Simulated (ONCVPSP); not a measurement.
# Pseudopotential generation for B: ONCV, PBE

Task: generate the file, and judge it by its errors in other configurations, its logarithmic derivatives, its ghosts and its cutoff.

The numbers are computed with ONCVPSP 4.0.1 (PBE, scalar-relativistic, spin-unpolarised reference atom).

## 1. Starting point

Typed settings, in words:

| Item | Value |
| --- | --- |
| element | boron (B, Z = 5) |
| type | optimised norm-conserving Vanderbilt (ONCV) |
| frozen core | [He] |
| valence charge | 3 |
| reference configuration | 2s2 2p1 |
| partial waves | 2s: rc 1.05 bohr, ncon 5, nbas 10, qcut 7.2 1/bohr, 2 projectors, debl 1.6 Ha; 2p: rc 3.95 bohr, ncon 4, nbas 9, qcut 4.4 1/bohr, 2 projectors, debl 2.2 Ha |
| local potential | polynomial inside 0.95 bohr (lpopt 5, dvloc0 0 Ha) |
| core correction | not asked for |

An earlier all-electron run gives the scale for the radii.

All-electron outer shells of the reference configuration (PBE, scalar-relativistic, ld1.x):

```
shell  level (eV)  outermost node (bohr)  outermost maximum (bohr)
   1s     -180.59                      –                      0.21
   2s       -9.44                   0.46                      1.52
   2p       -3.61                      –                      1.57
```

## 2. Generation

File B.dat:

```
# ATOM AND REFERENCE CONFIGURATION
# atsym  z   nc   nv     iexc    psfile
  B 5.00    1    2        4      upf
#
#   n    l    f
    1    0    2.00
    2    0    2.00
    2    1    1.00
#
# PSEUDOPOTENTIAL AND OPTIMIZATION
# lmax
    1
#
#   l,   rc,      ep,       ncon, nbas, qcut
    0    1.05    0.00    5   10    7.20
    1    3.95    0.00    4    9    4.40
#
# LOCAL POTENTIAL
# lloc, lpopt,  rc(5),   dvloc0
    4    5    0.95    0.00
#
# VANDERBILT-KLEINMAN-BYLANDER PROJECTORs
# l, nproj, debl
    0    2    1.60
    1    2    2.20
#
# MODEL CORE CHARGE
# icmod, fcfact, rcfact
    0    0.00    0.00
#
# LOG DERIVATIVE ANALYSIS
# epsh1, epsh2, depsh
   -2.00    5.00    0.02
#
# OUTPUT GRID
# rlmax, drl
    6.00    0.01
#
# TEST CONFIGURATIONS
# ncnf
    4
# nvcnf
#   n    l    f
    2
    2    0    2.00
    2    1    0.00
#
    2
    2    0    1.00
    2    1    0.00
#
    2
    2    0    2.00
    2    1    0.50
#
    2
    2    0    1.00
    2    1    1.00
#
```

Started as:

```bash
oncvpsp.x < B.dat > B.out
```

**Question.** What will these runs give? Wanted: cutoffs for 1 and 0.1 mHa per electron, occupied waves; bound ghosts; GHOST(+) flags; largest test error; largest phase difference near zero energy, channels read.

As calculated:

| quantity | value |
| --- | --- |
| cutoffs for 1 and 0.1 mHa per electron, occupied waves | 24 Ha and 230 Ha |
| bound ghosts | s at -131.67 eV |
| GHOST(+) flags | none at low energy |
| largest test error (AE − PS) | +528 meV, for 2s1 2p0 |
| largest phase difference near zero energy, channels read | 0.168 rad |

A bound ghost (s) makes it unfit for use: electrons can fall into a state that the atom doesn't have. By total energies transferability is poor: the largest error is 528 meV on 33.6 eV, for 2s1 2p0. The potential is of middling hardness: the looser tolerance needs 24 Ha. The tighter tolerance needs 230 Ha, and converged work needs a cutoff nearer that. At the looser tolerance the 2s wave is the slowest; 2p needs 5 Ha. Of the channels read, p scatters worst near zero energy, by up to 0.17 rad. All of this concerns the isolated atom, not yet a solid.
